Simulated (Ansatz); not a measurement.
# GaCN+ (doublet): from Hartree-Fock to the top rungs, cc-pVTZ

An exercise on one series of results from a longer session: the logs are not shown, and one member is left open.

Program: Ansatz 0.2.0, Gaussian basis. Level of theory: cc-pVTZ, core rule «outside noble gas», up to 16 orbitals frozen. These are calculated values, not measurements.

Plan: UHF; CCSD(T) on ROHF; CCSD(T) on UHF; BCCD(T) on ROHF; CCSDT(Q) on ROHF; CCSDT(Q) on UHF.

5 further runs of the same task are left out: 2 for a known fault of the program, 3 set aside as unsound or not needed. Runs told in other sessions of the task aren't counted.

## The system

The geometry is a PBE0/def2-TZVP stationary point (not a proven minimum) of the parent state, kept for this charge and spin. No spin-orbit coupling is included. The filled d shell of Ga may be among the frozen orbitals whatever the setting's name suggests.

3 atoms, charge 1, spin multiplicity 2.

Atoms are counted from 1 here; the program's logs count them from 0.

Bond lengths: Ga1–C2 2.079 Å, C2–N3 1.157 Å. Angles: Ga1–C2–N3 180.0°.

The first run:

in.yaml reads:

```yaml
crystal:
  periodic: [false, false, false]
  atoms:
    - {symbol: Ga, position_ang: [0.000000, 0.000000, 1.771733]}
    - {symbol: C, position_ang: [0.000000, 0.000000, -0.307167]}
    - {symbol: N, position_ang: [0.000000, 0.000000, -1.464567]}
basis:
  gaussian: {orbitals: cc-pVTZ}
total_charge: 1
magnetization: {spin_polarized: true, initial_magnetization: 1}
hamiltonian: {xc: hf}
output: {orbitals: {seedname: orbitals}}
```

The run is started by

```
> ansatz run in.yaml --threads 1 --pin off --events-out ev --progress --plain --max-ram 4096MiB --backend cpu
```

Steps of the session up to this table: UHF; CCSD(T) on ROHF; CCSD(T) on UHF; BCCD(T) on ROHF; CCSDT(Q) on ROHF; CCSDT(Q) on UHF.

One table of the session follows, with a row left open; its other results are not shown here.

It belongs to the step «Misses and costs». 

```
   method  from RCCSDT(Q) (meV)
     ROHF              +10647.1
      UHF                     ?
     RMP2                +798.2
     UMP2               +1328.8
    RCCSD                +674.1
    UCCSD                +659.2
 RCCSD(T)                 +64.7
 UCCSD(T)                 +78.5
  BCCD(T)                 +60.4
   RCCSDT                 +62.6
   UCCSDT                 +52.8
RCCSDT(Q)                     0
UCCSDT(Q)                 -14.2
```

Estimate the missing values for UHF.

The run gave: from RCCSDT(Q) (meV): +10456.8. In the column «from RCCSDT(Q) (meV)» it lies between UMP2 (+1328.8) and ROHF (+10647.1).

Caveats from the session: Restricted and unrestricted rows rest on different reference determinants; a gap between their highest levels can come from leftover correlation error, from unlike frozen cores or from another state.
